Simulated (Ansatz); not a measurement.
**TiN (octet): wave-function methods side by side, def2-SVP**

Aim: climb from Hartree-Fock through coupled cluster for TiN (octet) at one geometry and basis, and see what each rung misses.

Computed with Ansatz 0.2.0, Gaussian basis. Level: def2-SVP, core rule «outside noble gas», up to 10 orbitals frozen.

The runs, in order: UHF; CCSD(T) on ROHF; CCSD(T) on UHF; CISD; CCSDT(Q) on ROHF; CCSDT(Q) on UHF; CCSDTQ on ROHF.

18 further runs of the same task are left out: 12 for a known fault of the program, 1 that didn't finish, 5 set aside as unsound or not needed.

**1. What is computed**

The geometry is a PBE0/def2-TZVP stationary point (not a proven minimum) of the parent state, kept for this charge and spin.

2 atoms, charge 0, spin multiplicity 8.

Atoms are counted from 1 here; the program's logs count them from 0.

Bond lengths: Ti1–N2 2.040 Å.

**2. UHF**

File in.yaml:

```yaml
crystal:
  periodic: [false, false, false]
  atoms:
    - {symbol: Ti, position_ang: [0.000000, 0.000000, 0.000000]}
    - {symbol: N, position_ang: [0.000000, 0.000000, 2.039600]}
basis:
  gaussian: {orbitals: def2-SVP}
magnetization: {spin_polarized: true, initial_magnetization: 7}
hamiltonian: {xc: hf}
output: {orbitals: {seedname: orbitals}}
```

On the command line:

```bash
$ ansatz run in.yaml --threads 1 --pin off --events-out ev --progress --plain --max-ram 4096MiB --backend cpu
```

After this run come: CCSD(T) on ROHF; CCSD(T) on UHF; CISD; CCSDT(Q) on ROHF; CCSDT(Q) on UHF; CCSDTQ on ROHF.

Q: Predict the results of all the runs planned. Wanted: RCCSDTQ below the RHF energy; RMP2 from RCCSDTQ; UMP2 from RCCSDTQ; RCCSD from RCCSDTQ; RCCSD(T) from RCCSDTQ; UCCSD(T) from RCCSDTQ; RCCSDT(Q) from RCCSDTQ; UCCSDT(Q) from RCCSDTQ; T1 diagnostic.

As calculated:

| quantity | value |
| --- | --- |
| RCCSDTQ below the RHF energy | -3.3133 eV |
| RMP2 from RCCSDTQ | +62.8 kJ/mol |
| UMP2 from RCCSDTQ | +54.9 kJ/mol |
| RCCSD from RCCSDTQ | +4.7 kJ/mol |
| RCCSD(T) from RCCSDTQ | +1.1 kJ/mol |
| UCCSD(T) from RCCSDTQ | -5.5 kJ/mol |
| RCCSDT(Q) from RCCSDTQ | 0.0 kJ/mol |
| UCCSDT(Q) from RCCSDTQ | -6.6 kJ/mol |
| levels within 1 kcal/mol (43 meV) | UCCSD, RCCSD(T), RCCSDT, RCCSDT(Q) |
| T1 diagnostic | 0.019 |

**Reading.** RCCSD(T) lands +1.1 kJ/mol from the yardstick (0.3 % of the correlation energy). CCSD(T) misses by +1.1 kJ/mol on the restricted determinant and by -5.5 kJ/mol on the unrestricted one; the two need not hold the same state or core. These misses are within one basis, not against nature; the frozen cores of restricted and unrestricted runs differ, which can shift their rows.
